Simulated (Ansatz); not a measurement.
# LaSb12Os4: the cost of one run

Computed with Ansatz 0.2.0 (DFT, PBE, plane-wave PAW, default files, scalar-relativistic, as far as a step names no other, unless a step's input says otherwise).

**1. The system as given**

The structure is cubic, space group Im-3 (No. 204). Conventional cell: a = 9.366 Å, b = 9.366 Å, c = 9.366 Å, α = 90.00°, β = 90.00°, γ = 90.00°. Around La (site symmetry m-3) lie 12 Sb at 3.51 Å. Sb (site symmetry m) has 2 Os at 2.64 Å and 2 Sb at 2.95 to 2.99 Å as nearest neighbours. Os (site symmetry -3) has 6 Sb at 2.64 Å as nearest neighbours.

Coordinates:

```
CELL_PARAMETERS angstrom
-4.68310 4.68310 4.68310
4.68310 -4.68310 4.68310
4.68310 4.68310 -4.68310
ATOMIC_POSITIONS crystal
La 0.00000 0.00000 0.00000
Sb 0.34039 0.15736 0.49775
Sb 0.65961 0.84264 0.50225
Sb 0.65961 0.15736 0.81697
Sb 0.34039 0.84264 0.18303
Sb 0.18303 0.34039 0.84264
Sb 0.81697 0.65961 0.15736
Sb 0.50225 0.65961 0.84264
Sb 0.49775 0.34039 0.15736
Sb 0.84264 0.50225 0.65961
Sb 0.15736 0.49775 0.34039
Sb 0.84264 0.18303 0.34039
Sb 0.15736 0.81697 0.65961
Os 0.00000 0.00000 0.50000
Os 0.50000 0.50000 0.50000
Os 0.00000 0.50000 0.00000
Os 0.50000 0.00000 0.00000
```

**2. First run, atoms as given**

input.yaml

```yaml
crystal:
  lattice:
    - [-4.6831026083, 4.6831026083, 4.6831026083]
    - [4.6831026083, -4.6831026083, 4.6831026083]
    - [4.6831026083, 4.6831026083, -4.6831026083]
  atoms:
    - { symbol: La, position: [0.0, 0.0, 0.0] }
    - { symbol: Sb, position: [0.34038957, 0.15736071, 0.49775028] }
    - { symbol: Sb, position: [0.65961043, 0.84263929, 0.50224972] }
    - { symbol: Sb, position: [0.65961043, 0.15736071, 0.81697114] }
    - { symbol: Sb, position: [0.34038957, 0.84263929, 0.18302886] }
    - { symbol: Sb, position: [0.18302886, 0.34038957, 0.84263929] }
    - { symbol: Sb, position: [0.81697114, 0.65961043, 0.15736071] }
    - { symbol: Sb, position: [0.50224972, 0.65961043, 0.84263929] }
    - { symbol: Sb, position: [0.49775028, 0.34038957, 0.15736071] }
    - { symbol: Sb, position: [0.84263929, 0.50224972, 0.65961043] }
    - { symbol: Sb, position: [0.15736071, 0.49775028, 0.34038957] }
    - { symbol: Sb, position: [0.84263929, 0.18302886, 0.34038957] }
    - { symbol: Sb, position: [0.15736071, 0.81697114, 0.65961043] }
    - { symbol: Os, position: [0.0, 0.0, 0.5] }
    - { symbol: Os, position: [0.5, 0.5, 0.5] }
    - { symbol: Os, position: [0.0, 0.5, 0.0] }
    - { symbol: Os, position: [0.5, 0.0, 0.0] }
kpoints:
  mp_grid: { grid: [5, 5, 5] }
scf:
  occupations: { method: fermi_dirac, width: 0.05 }
hamiltonian:
  xc: pbe
  pseudopotentials: { kind: paw }
output:
  forces: true
  stress: true
  populations: true
  efg:
    quadrupole_moments_barn: { La: 0.206, Sb: -0.543, Os: 0.856 }
    contact_densities: true
  write_density: true
  write_potential: true
  elf: true
  volumetric_format: npy
```

Launch:

```
$ ansatz run input.yaml --threads 1 --pin off --max-ram 2560MiB --backend cpu --events-out ev --progress --plain --runs-dir out
```

What time and memory should one allow on 1 thread of Arm Neoverse V2, shared host?

About 85 s, with a peak of 1.1 GiB.
